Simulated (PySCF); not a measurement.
# Cu2F4H4N2 ([F2Cu(mu-NH2)2CuF2]2-): the cost of one run

Computed with PySCF 2.14.0 and routines of our own; the level stands in each step. Atoms count from 0.

## 1. The starting structure

12 atoms, charge -2, high-spin multiplicity 3; geometry from: idealised, bond lengths from ionic radii.

The system (edge-sharing dimer): [F2Cu(mu-NH2)2CuF2]2-. The metals (Cu(II), Cu(II)) are 3.02 Å apart; the bridge angle is 97°; the spin sites are atom 0 (1 unpaired) and atom 1 (1 unpaired).

## 2. Magnetic exchange: PBE0/def2-SVP H:def2-SV(P) in water

What the job is given:

```
{"job": {"kind": "bs", "xc": "PBE0", "basis": {"default": "def2-SVP", "H": "def2-SV(P)"}, "grid": 1, "solvent": "water"}, "charge": -2, "high_spin_multiplicity": 3, "spin_sites": [[[0], 1], [[1], 1]]}
Cu    -1.512600     0.000000    -0.000000
Cu     1.512600     0.000000    -0.000000
N      0.000000     1.328800    -0.000000
H      0.000000     1.940800    -0.816000
H      0.000000     1.940800     0.816000
N      0.000000    -1.328800     0.000000
H      0.000000    -1.940800    -0.816000
H      0.000000    -1.940800     0.816000
F     -2.822400    -1.348600    -0.000000
F     -2.822400     1.348600    -0.000000
F      2.822400    -1.348600    -0.000000
F      2.822400     1.348600    -0.000000
```

Level: PBE0/def2-SVP H:def2-SV(P) high-spin and broken-symmetry single points, IEF-PCM water.

Command:

```console
$ OMP_NUM_THREADS=1 python exch_run.py task.json out
```

This one command runs all jobs of the session in turn.

Q: Estimate the wall time and peak memory of this first job on 1 thread of Arm Neoverse V2, shared host.

About 27 s, with a peak of 0.65 GiB.
